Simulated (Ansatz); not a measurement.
**K3Ag (Pm-3m): scan of the energy under strain, by script**

A script is to give a scan of the energy under strain; the system is K3Ag (Pm-3m).

All numbers are computed with Ansatz 0.2.0 through its Python package. Level of theory: DFT LDA, plane waves, PAW.

## (1) The structure

Symmetry: Pm-3m, No. 221, cubic system. The conventional cell has a = 5.778 Å, b = 5.778 Å, c = 5.778 Å, α = 90.00°, β = 90.00°, γ = 90.00°. K (site symmetry 4/mmm) is surrounded by 8 K at 4.09 Å and 4 Ag at 4.09 Å. Around Ag (site symmetry m-3m) lie 12 K at 4.09 Å.

The script holds or builds the structure itself.

## (2) The code

strain_k3ag.py reads:

```python
"""Energy of K3Ag under tetragonal strain, ions carried with the cell."""

import ansatz as az
import matplotlib.pyplot as plt
import numpy as np

VECTORS = np.array([
    [5.777752, 0.0, 0.0],
    [0.0, 5.777752, 0.0],
    [0.0, 0.0, 5.777752],
])
SITES = [
    ("K", (0.5, 0.0, 0.0)),
    ("K", (0.0, 0.5, 0.0)),
    ("K", (0.0, 0.0, 0.5)),
    ("Ag", (0.5, 0.5, 0.5)),
]


def build(cell):
    crystal = az.Crystal(lattice=az.Lattice.of(cell))
    for symbol, position in SITES:
        crystal = crystal.atom(symbol, position)
    return crystal

# clamped ions: the fractional positions stay as typed
values = np.linspace(-0.05, 0.05, 5)
energies = []
for d in values:
    strain = np.diag([d, d, (1 + d) ** -2 - 1])
    cell = VECTORS @ (np.eye(3) + strain)
    calc = (
        build(cell).calculation()
        .functional("lda")
        .basis(35 * az.Ry)
        .occupations("methfessel_paxton", width=0.15)
        .scf(max_iterations=60)
        .kpoints(6, 6, 6)
        .stress()
    )
    report = calc.run().report
    energies.append(report["free_energy_ev"] / len(SITES))
    s = report["stress_gpa"]
    print(f"d = {d:+.4f}  stress xx yy zz xy (GPa, compression positive): {s[0][0]:8.3f} {s[1][1]:8.3f} {s[2][2]:8.3f} {s[0][1]:8.3f}")
energies = np.array(energies)

for value, e in zip(values, energies):
    print(f"strain {value:7.3f}   E - Emin = {1000 * (e - energies.min()):9.3f} meV/atom")
plt.figure(figsize=(4.5, 3))
plt.plot(values, 1000 * (energies - energies.min()), "o-")
plt.xlabel("strain")
plt.ylabel("meV/atom")
plt.tight_layout()
plt.savefig("strain.png", dpi=100)
curvature = 2 * np.polyfit(values, energies, 3)[1]
volume = abs(np.linalg.det(VECTORS)) / len(SITES)
print(f"d2E/dd2 over the volume: {curvature / volume * 160.21766:.1f} GPa")
```

## (3) The calls as engine input

The engine receives this input (first run):

```yaml
crystal:
  lattice:
    - [5.4888644, 0.0, 0.0]
    - [0.0, 5.4888644, 0.0]
    - [0.0, 0.0, 6.4019412742382285]
  atoms:
    - { symbol: K, position: [0.5, 0.0, 0.0] }
    - { symbol: K, position: [0.0, 0.5, 0.0] }
    - { symbol: K, position: [0.0, 0.0, 0.5] }
    - { symbol: Ag, position: [0.5, 0.5, 0.5] }
basis:
  ecutwfc: 476.19925930478996
kpoints:
  mp_grid:
    grid: [6, 6, 6]
hamiltonian:
  xc: lda
scf:
  max_iter: 60
  occupations:
    method: methfessel_paxton
    width: 0.15
output:
  stress: true
```

## (4) Running it

Run with:

```console
$ python strain_k3ag.py
```

**Question.** How much energy does this tetragonal strain cost, and what curvature follows?

**Answer**, as computed:

| quantity | value |
| --- | --- |
| curvature under the strain | 24.0 GPa |
| runs compared | 5 |
| range of energy | 10.88 meV/atom |
| lowest point, strain | 0.000 |

What this shows: Against the unstrained cell the energy per atom changes by +10.88 meV at one end of the scan and +7.10 meV at the other, and its second derivative over the volume is 24.0 GPa. What to keep in mind:
- The curvature belongs to this strain pattern and to the cell's stress; it equals a single elastic constant only for simple patterns.
- In a metal a curvature from energy changes of a few meV or less hangs on mesh and smearing, in size and even in sign.
- The structure comes from a database of computed cells and needn't be a stable or known phase.
- The ions keep their fractional positions (clamped ions).
